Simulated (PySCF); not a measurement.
# BCl3 with other numerical set-ups

The method stays; parts of the set-up, such as the basis or the Hamiltonian, are changed.

Program: PySCF 2.14.0. Level of theory: method and basis as typed in the scripts. These are calculated values, not measurements.

3 further runs of the same task are left out: 3 that didn't finish. Runs told in other sessions of the task aren't counted.

## Step 1: Where the work starts

BCl3: 4 atoms, charge 0, spin multiplicity 1.

Bond lengths: B1–Cl2 1.737 Å, B1–Cl3 1.737 Å, B1–Cl4 1.737 Å. Angles: Cl2–B1–Cl3 120.0°, Cl2–B1–Cl4 120.0°, Cl3–B1–Cl4 120.0°.

Coordinates:

```xyz
4
BCl3
B     0.0000    0.0000    0.0000
Cl    1.7374    0.0000    0.0000
Cl   -0.8687    1.5047    0.0000
Cl   -0.8687   -1.5047    0.0000
```

## Step 2: The run that the others are compared with

input.py

```python
from pyscf import gto, dft
from scipy.optimize import minimize

mol = gto.M(
    atom='B 0 0 0; Cl 1.7374 0 0; Cl -0.8687 1.5047 0; Cl -0.8687 -1.5047 0',
    basis='3-21g',
    charge=0,
    spin=0,
    verbose=4,
)
mf = dft.RKS(mol, xc='b3lyp5')
mf.kernel()
g = mf.nuc_grad_method()
g.grid_response = True
scan = g.as_scanner()
def energy_and_gradient(x):
    e, de = scan(mol.set_geom_(x.reshape(-1, 3), unit='bohr', inplace=False))
    print('step: E =', e, ' geometry (angstrom) =', (x*0.529177210903).round(5).tolist())
    return e, de.ravel()
res = minimize(energy_and_gradient, mol.atom_coords().ravel(), jac=True, method='BFGS', options={'gtol': 3e-4, 'maxiter': 30})
print(res.message)
mol_eq = mol.set_geom_(res.x.reshape(-1, 3), unit='bohr', inplace=False)
print('optimised geometry (angstrom)')
print(mol_eq.tostring('raw'))
print('orbital energies (hartree):', mf.mo_energy[..., max(0, mol.nelec[1]-3):mol.nelec[0]+3].round(4))
```

Command:

```sh
OMP_NUM_THREADS=1 python input.py
```

## Step 3: Integration grid (50, 194)

Variant 1 changes integration grid: default → (50, 194).

input.py: that of step 2 with these lines changed.

```diff
@@ -11,2 +11,3 @@
 mf = dft.RKS(mol, xc='b3lyp5')
+mf.grids.atom_grid = (50, 194)
 mf.kernel()
```

## Step 4: Sbkjc (core potential on)

Variant 2 changes basis set: 3-21g → sbkjc; core potential: off → on. The core potential changes with it: totals don't compare.

input.py: that of step 2 with these lines changed.

```diff
@@ -5,3 +5,4 @@
     atom='B 0 0 0; Cl 1.7374 0 0; Cl -0.8687 1.5047 0; Cl -0.8687 -1.5047 0',
-    basis='3-21g',
+    basis='sbkjc',
+    ecp={'B': 'sbkjc', 'Cl': 'sbkjc'},
     charge=0,
```

## Step 5: Spin-free X2C on

Variant 3 changes spin-free X2C: off → on.

input.py: that of step 2 with these lines changed.

```diff
@@ -11,2 +11,3 @@
 mf = dft.RKS(mol, xc='b3lyp5')
+mf = mf.sfx2c1e()
 mf.kernel()
```

Q: Predict the outcome of this session. Wanted: for each run, E(SCF); from base; gap; after the SCF.

The runs gave:

```
                       run  E(SCF) (hartree)  from base (eV)  cycles  gap (eV)  functions  after the SCF
                      base      -1398.587288               0       7      6.96         48      -0.058 eV
integration grid (50, 194)      -1398.587310         -0.0006       7      6.96         48      -0.058 eV
 sbkjc (core potential on)        -47.528415  not comparable       7      7.13         32      -0.213 eV
          spin-free X2C on      -1402.159339        -97.2005       7      6.96         48      -0.058 eV
```

SCF columns refer to the geometry typed in the script.

In words: Of the runs whose energies can be compared, “spin-free X2C on” moves the SCF energy most (-97.200 eV). Scalar relativity lowers the total energy by 97.20 eV, nearly all of it in the inner shells; a basis contracted without relativity catches only part of it.
